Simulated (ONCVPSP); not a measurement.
# An ONCV potential for europium, from input to tests

Do these settings give a usable potential? It is generated, then checked for transferability, scattering, ghosts and hardness.

The numbers are computed with ONCVPSP 4.0.1 (LDA (Perdew-Zunger), scalar-relativistic, spin-unpolarised reference atom).

1 further run of the same task is left out (set aside as unsound or not needed).

### 1 The atom and the settings

The settings as typed:

```json
{
  "element": "europium (Eu, Z = 63)",
  "type": "optimised norm-conserving Vanderbilt (ONCV)",
  "frozen core": "[Kr] 4d10 4f6",
  "valence charge": "11",
  "reference configuration": "5s2 5p6 5d1 6s1.75 (charge +0.25)",
  "partial waves": "5s+6s: rc 2.05 bohr, ncon 3, nbas 6, qcut 7.7 1/bohr, 2 projectors; 5p: rc 2.45 bohr, ncon 5, nbas 8, qcut 6.1 1/bohr, 2 projectors, debl 2.5 Ha; 5d: rc 2.30 bohr, ncon 4, nbas 7, qcut 4.8 1/bohr, 2 projectors, debl 1.6 Ha",
  "local potential": "polynomial inside 1.90 bohr (lpopt 4, dvloc0 -1 Ha)",
  "core correction": "polynomial model core, fcfact 0.64"
}
```

An earlier all-electron run gives the scale for the radii.

All-electron outer shells of the reference configuration (LDA (Perdew-Zunger), scalar-relativistic, ld1.x):

```tsv
shell	level (eV)	outermost node (bohr)	outermost maximum (bohr)
5s	-49.82	0.67	1.21
5p	-28.20	0.72	1.38
4f	-10.04	–	0.58
6s	-5.45	1.63	3.34
5d	-4.18	0.81	2.00
6p	-2.44	1.95	4.46
```

### 2 The generation run

File Eu.dat:

```
# ATOM AND REFERENCE CONFIGURATION
# atsym  z   nc   nv     iexc    psfile
  Eu 63.00   10    4        3      upf
#
#   n    l    f
    1    0    2.00
    2    0    2.00
    2    1    6.00
    3    0    2.00
    3    1    6.00
    3    2   10.00
    4    0    2.00
    4    1    6.00
    4    2   10.00
    4    3    6.00
    5    0    2.00
    5    1    6.00
    5    2    1.00
    6    0    1.75
#
# PSEUDOPOTENTIAL AND OPTIMIZATION
# lmax
    2
#
#   l,   rc,      ep,       ncon, nbas, qcut
    0    2.05    0.00    3    6    7.70
    1    2.45    0.00    5    8    6.10
    2    2.30    0.00    4    7    4.80
#
# LOCAL POTENTIAL
# lloc, lpopt,  rc(5),   dvloc0
    4    4    1.90   -1.00
#
# VANDERBILT-KLEINMAN-BYLANDER PROJECTORs
# l, nproj, debl
    0    2    1.20
    1    2    2.50
    2    2    1.60
#
# MODEL CORE CHARGE
# icmod, fcfact, rcfact
    1    0.64    0.00
#
# LOG DERIVATIVE ANALYSIS
# epsh1, epsh2, depsh
   -3.00    5.00    0.02
#
# OUTPUT GRID
# rlmax, drl
    6.00    0.01
#
# TEST CONFIGURATIONS
# ncnf
    4
# nvcnf
#   n    l    f
    4
    5    0    2.00
    5    1    6.00
    5    2    1.00
    6    0    2.00
#
    4
    5    0    2.00
    5    1    6.00
    5    2    1.00
    6    0    1.00
#
    4
    5    0    2.00
    5    1    6.00
    5    2    1.00
    6    0    0.00
#
    4
    5    0    2.00
    5    1    6.00
    5    2    2.00
    6    0    1.00
#
```

On the command line:

```console
$ oncvpsp.x < Eu.dat > Eu.out
```

What does the calculation give? Wanted: cutoffs for 1 and 0.1 mHa per electron, occupied waves; bound ghosts; GHOST(+) flags; largest test error; largest phase difference near zero energy, channels read; rms error of d²Exc/dn², without and with the model core.

The runs gave:

| quantity | value |
| --- | --- |
| cutoffs for 1 and 0.1 mHa per electron, occupied waves | 15 Ha and 18 Ha |
| bound ghosts | none found |
| GHOST(+) flags | s at 284 eV |
| largest test error (AE − PS) | -20 meV, for 5s2 5p6 5d1 6s0 |
| largest phase difference near zero energy, channels read | 0.000 rad |
| rms error of d²Exc/dn², without and with the model core | 5.62 and 0.18 mHa |

What this shows: By total energies transferability is good: the largest error is 20 meV on 17.8 eV, for 5s2 5p6 5d1 6s0. The potential is soft on the atom at that tolerance: the looser tolerance needs 15 Ha. The program's ghost test flags no bound state. Near zero energy the phases of the channels with partial waves agree within 0.001 rad. The program also flags highly localised states, GHOST(+) (s). Note that the frozen 4f shell (-10 eV) lies higher than the valence 5s shell (-50 eV). These are tests on the free atom; a crystal test is still owed.
